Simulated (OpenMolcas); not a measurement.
# Fe⁴⁺ among point charges: CASSCF and CASPT2 levels and susceptibility

Aim: the splitting of the states of Fe⁴⁺ in the field of 4 point charges, its lowest levels with spin-orbit coupling and its magnetic susceptibility.

Program: OpenMolcas 26.06. Level of theory: state-averaged CASSCF and CASPT2, spin-orbit coupling by RASSI with atomic mean-field integrals. These are calculated values, not measurements, unless marked.

## 1. What is computed

| Quantity | Value |
| --- | --- |
| Species | Fe⁴⁺ (iron, Z = 26, 22 electrons) |
| Basis | ANO-RCC-VTZP [6s5p3d2f1g], 59 functions |
| Scalar Hamiltonian | DKH2, point nucleus |
| Inactive shells | 1s 2s 2p 3s 3p |
| Active space | 4 electrons in 5 orbitals (3d) |
| Some configurations of this space | 3d4 |
| Orbitals | optimised for each spin and parity, averaged over all roots |

Outer shells as boxes (Hund's rule):

3d4
```
3d [↑ ][↑ ][↑ ][↑ ][  ]
```

The ion sits among 4 point charges of -0.65 e arranged as a square (D4h), 1.9 Å from the ion.

Each step is its own input file, run in one work folder so that later steps find the files of earlier ones. Labels, J, g values, rates, χT and fits are worked out afterwards by a script from the matrices that RASSI stores. The input lists half of the charges; inversion (Group=XYZ) makes the rest.

## 2. Basis and integrals

File a.inp:

```
&GATEWAY
Coord
1

Fe 0.0 0.0 0.0
Basis=ANO-RCC-VTZP
Group=XYZ
NoMove
AngMom=0.0 0.0 0.0
AMFI
XField
2 Angstrom 0
1.900000 0.000000 0.000000 -0.650000
0.000000 1.900000 0.000000 -0.650000
&SEWARD
```

Started as:

```bash
$ OMP_NUM_THREADS=1 MOLCAS_MEM=1689 MOLCAS_PROJECT=a pymolcas a.inp > a.log
```

## 3. Reference wave functions, quintets of even parity, 5 roots

File a.inp:

```
&RASSCF
FileOrb=start.orb
Symmetry=1
Spin=5
nActEl=4 0 0
Inactive=3 6
Ras2=5 0
CIRoot=5 5 1
SDav=5
CIMx=300
Iter=120 100
PrWF=0.3
OrbListing=Nothing
MaxOrb=0
>>> COPY $Project.JobIph JOB001
```

start.orb holds the contracted functions of the basis, ordered by shell, or the orbitals of the step before.

## 4. Reference wave functions, triplets of even parity, 45 roots

File a.inp:

```
&RASSCF
FileOrb=start.orb
Symmetry=1
Spin=3
nActEl=4 0 0
Inactive=3 6
Ras2=5 0
CIRoot=45 45 1
SDav=45
CIMx=300
Iter=120 100
PrWF=0.3
OrbListing=Nothing
MaxOrb=0
>>> COPY $Project.JobIph JOB002
```

## 5. CASSCF: singlets of even parity, 50 roots

File a.inp:

```
&RASSCF
FileOrb=start.orb
Symmetry=1
Spin=1
nActEl=4 0 0
Inactive=3 6
Ras2=5 0
CIRoot=50 50 1
SDav=50
CIMx=300
Iter=120 100
PrWF=0.3
OrbListing=Nothing
MaxOrb=0
>>> COPY $Project.JobIph JOB003
```

## 6. RASSI: spin-orbit coupling between the states

File a.inp:

```
&RASSI
NrOfJobIphs=3 5 45 50
1 2 3 4 5
1 2 3 4 5 6 7 8 9 10 11 12 13 14 15 16 17 18 19 20 21 22 23 24 25 26 27
28 29 30 31 32 33 34 35 36 37 38 39 40 41 42 43 44 45
1 2 3 4 5 6 7 8 9 10 11 12 13 14 15 16 17 18 19 20 21 22 23 24 25 26 27
28 29 30 31 32 33 34 35 36 37 38 39 40 41 42 43 44 45 46 47 48 49 50
IphNames
JOB001
JOB002
JOB003
EJob
SpinOrbit
DIPRint=1.0
SOCoupling=1000.0
Subsets=2
Property=9
'ANGMOM' 1 'ANGMOM' 2 'ANGMOM' 3 'MLTPL  1' 1 'MLTPL  1' 2 'MLTPL  1' 3
'AMFI' 1 'AMFI' 2 'AMFI' 3
SOProperty=3
'ANGMOM' 1 'ANGMOM' 2 'ANGMOM' 3
```

## 7. CASPT2: IPEA 0.25, imaginary shift 0.1 (closed shells correlated: 3s 3p)

File a.inp:

```
>>> COPY JOB001 $Project.JobIph
&CASPT2
Multistate=5 1 2 3 4 5
NoMult
Frozen=2 3
IPEA=0.25
Imaginary=0.1
MaxIter=60
WThr=0.0 0.3 0.05
PrWF=0.5
NoMix
>>> COPY JOB002 $Project.JobIph
&CASPT2
Multistate=45 1 2 3 4 5 6 7 8 9 10 11 12 13 14 15 16 17 18 19 20 21 22
23 24 25 26 27 28 29 30 31 32 33 34 35 36 37 38 39 40 41 42 43 44 45
NoMult
Frozen=2 3
IPEA=0.25
Imaginary=0.1
MaxIter=60
WThr=0.0 0.3 0.05
PrWF=0.5
NoMix
>>> COPY JOB003 $Project.JobIph
&CASPT2
Multistate=50 1 2 3 4 5 6 7 8 9 10 11 12 13 14 15 16 17 18 19 20 21 22
23 24 25 26 27 28 29 30 31 32 33 34 35 36 37 38 39 40 41 42 43 44 45 46
47 48 49 50
NoMult
Frozen=2 3
IPEA=0.25
Imaginary=0.1
MaxIter=60
WThr=0.0 0.3 0.05
PrWF=0.5
NoMix
```

(Steps that only read results are left out.)

Q: Predict the outcome of this session. Wanted: spin-free ground state; first state of the same spin within the active space; lowest level; next level.

As calculated:

| quantity | value |
| --- | --- |
| method | SS-CASPT2, IPEA 0.25, imaginary shift 0.1 (closed shells correlated: 3s 3p) |
| spin-free ground state | 5B1, 1-fold in its orbital part |
| first state of the same spin within the active space | 5B2 at 906 cm⁻¹ |
| lowest level | 1-fold A1 |
| next level | 1.5 cm⁻¹ |
| χT at 300 K | 1.97 cm³ K/mol |
| effective moment at 300 K | 3.97 μB |

Cost by method:

```csv
method,time of its own steps,time with the reference
A. CASSCF,22 s,22 s
"B. SS-CASPT2, IPEA 0.25, imaginary shift 0.1, +3s 3p",11 s,33 s
```

Times are of one thread on a shared host.

**Reading.** The spin-free ground state (5B1) comes to 100 % from free-ion D terms and keeps the highest spin of the shell. χT at 300 K is 1.97, against 3.01 cm³ K/mol for the spin alone, so spin-orbit coupling lowers it. An active space of the d shell alone favours high spin; real ions in strong fields can be low spin. The field of point charges can differ much from that of real complexes. With metal d orbitals alone active, the gaps between spin states are rough; where two lie within a few thousand cm-1, their order is open. This is an electrostatic model: the charges have no orbitals.
